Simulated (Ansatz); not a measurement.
# ZrAl2N3: the cost of one run

Program: Ansatz 0.2.0. Level of theory: DFT PBE, scalar-relativistic, plane waves, PAW. These are calculated values, not measurements.

1 further run of the same task is left out (it didn't finish).

## Step 1: The structure to begin with

The structure is hexagonal, space group P6_3mc (No. 186). The conventional cell has a = 3.362 Å, b = 3.362 Å, c = 16.140 Å, α = 90.00°, β = 90.00°, γ = 120.00°. Around Zr (site symmetry 3m) lie 4 N at 2.04 to 2.07 Å. Al (site symmetry 3m) has 4 N at 2.04 to 2.07 Å as nearest neighbours. N (site symmetry 3m) has 3 Al at 2.04 Å and 1 Zr at 2.07 Å as nearest neighbours. Around N (site symmetry 3m) lie 3 Zr at 2.04 Å and 1 Al at 2.07 Å. N (site symmetry 3m) is surrounded by 4 Al at 2.04 to 2.07 Å.

Structure file:

```
Zr Al N
1.0
     3.36225    0.00000    0.00000
    -1.68112    2.91179    0.00000
     0.00000    0.00000   16.14009
Zr Al N
2 4 6
Direct
  0.33333 0.66667 0.00000
  0.66667 0.33333 0.50000
  0.33333 0.66667 0.33333
  0.33333 0.66667 0.66667
  0.66667 0.33333 0.16667
  0.66667 0.33333 0.83333
  0.33333 0.66667 0.12833
  0.33333 0.66667 0.46167
  0.33333 0.66667 0.79500
  0.66667 0.33333 0.29500
  0.66667 0.33333 0.62833
  0.66667 0.33333 0.96167
```

The start is an ordering of an alloy on its end members' structure types: elements ordered on the sites of the AlN type, Zr/Al on Al (P6_3mc, No. 186).

## Step 2: A first look at the guess

input.yaml reads:

```yaml
crystal:
  lattice:
    - [3.36224989, 0.0, 0.0]
    - [-1.68112495, 2.91179382, 0.0]
    - [0.0, 0.0, 16.14008546]
  atoms:
    - { symbol: Zr, position: [0.33333333, 0.66666667, 0.0] }
    - { symbol: Zr, position: [0.66666667, 0.33333333, 0.5] }
    - { symbol: Al, position: [0.33333333, 0.66666667, 0.33333333] }
    - { symbol: Al, position: [0.33333333, 0.66666667, 0.66666667] }
    - { symbol: Al, position: [0.66666667, 0.33333333, 0.16666667] }
    - { symbol: Al, position: [0.66666667, 0.33333333, 0.83333333] }
    - { symbol: "N", position: [0.33333333, 0.66666667, 0.12833333] }
    - { symbol: "N", position: [0.33333333, 0.66666667, 0.46166666] }
    - { symbol: "N", position: [0.33333333, 0.66666667, 0.795] }
    - { symbol: "N", position: [0.66666667, 0.33333333, 0.295] }
    - { symbol: "N", position: [0.66666667, 0.33333333, 0.62833333] }
    - { symbol: "N", position: [0.66666667, 0.33333333, 0.96166666] }
basis:
  ecutwfc: 420
kpoints:
  mp_grid: { grid: [6, 6, 1] }
hamiltonian:
  xc: pbe
scf:
  occupations: { method: gaussian, width: 0.1 }
  lower_state_search: "off"
output:
  forces: true
  stress: true
  eigenvalues: true
```

Launch:

```bash
ansatz run input.yaml --threads 1 --pin off --max-ram 2560MiB --backend cpu --events-out ev --progress --plain --runs-dir out
```

**Question.** How long does this run take on 1 thread of Intel Xeon at 2.50GHz (Skylake/Cascade Lake), shared host, and how much memory does it need?

About 9.8 s, with a peak of 0.39 GiB.
